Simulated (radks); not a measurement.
# Ionisation energy and size from K⁺ to Co⁺

An exercise on one series of results from a longer session: the logs are not shown, and one member is left open.

Method: scalar-relativistic Kohn-Sham, PBEsol, spin-polarised, spherical densities, point nucleus; open shells are filled with parallel spins first. Code: radks (a radial shooting solver on a logarithmic mesh, Libxc functionals) version 1.

## The atom as given

```
species : K⁺, Ca⁺, Sc⁺, Ti⁺, V⁺, Cr⁺, Mn⁺, Fe⁺, Co⁺
runs    : 18, each species and its next ion
```

Set-up of the first run:

The run's settings:

```text
Z 19
configuration [Ar]
relativity scalar-relativistic
functional pbe_sol,pbe_sol
spin polarised
nucleus point
c 137.035999084
```

Among the steps run: K⁺, [Ar]; K²⁺, [Ne] 3s2 3p5; Ca⁺, [Ar] 4s1; Ca²⁺, [Ar]; Sc⁺, [Ar] 3d1 4s1; Sc²⁺, [Ar] 3d1; Ti⁺, [Ar] 3d2 4s1; Ti²⁺, [Ar] 3d2; V⁺, [Ar] 3d4; V²⁺, [Ar] 3d3; Cr⁺, [Ar] 3d5; Cr²⁺, [Ar] 3d4; Mn⁺, [Ar] 3d5 4s1; Mn²⁺, [Ar] 3d5; Fe⁺, [Ar] 3d6 4s1; Fe²⁺, [Ar] 3d6; Co⁺, [Ar] 3d8; Co²⁺, [Ar] 3d7.

One of the session's tables, all rows but one given; the rest of the session is left out.

| species | Δ-SCF (eV) | −ε(HOMO) (eV) | its <r> (bohr) |
| --- | --- | --- | --- |
| K⁺ | 31.574 | 24.829 | 1.43 |
| Ca⁺ | 11.943 | 9.360 | 3.57 |
| Sc⁺ | 13.093 | 10.269 | 3.30 |
| Ti⁺ | ? | ? | ? |
| V⁺ | 15.791 | 9.848 | 1.51 |
| Cr⁺ | 17.238 | 10.915 | 1.38 |
| Mn⁺ | 16.255 | 12.648 | 2.73 |
| Fe⁺ | 16.823 | 13.103 | 2.64 |
| Co⁺ | 17.950 | 11.226 | 1.16 |

Q: Estimate the row for Ti⁺ from the others.

**Answer.** Δ-SCF (eV): 14.025; −ε(HOMO) (eV): 10.978; its <r> (bohr): 3.11. In the column «Δ-SCF (eV)» it lies between Sc⁺ (13.093) and V⁺ (15.791).

Open shells are spherical and high-spin; term and fine-structure splittings are not resolved.
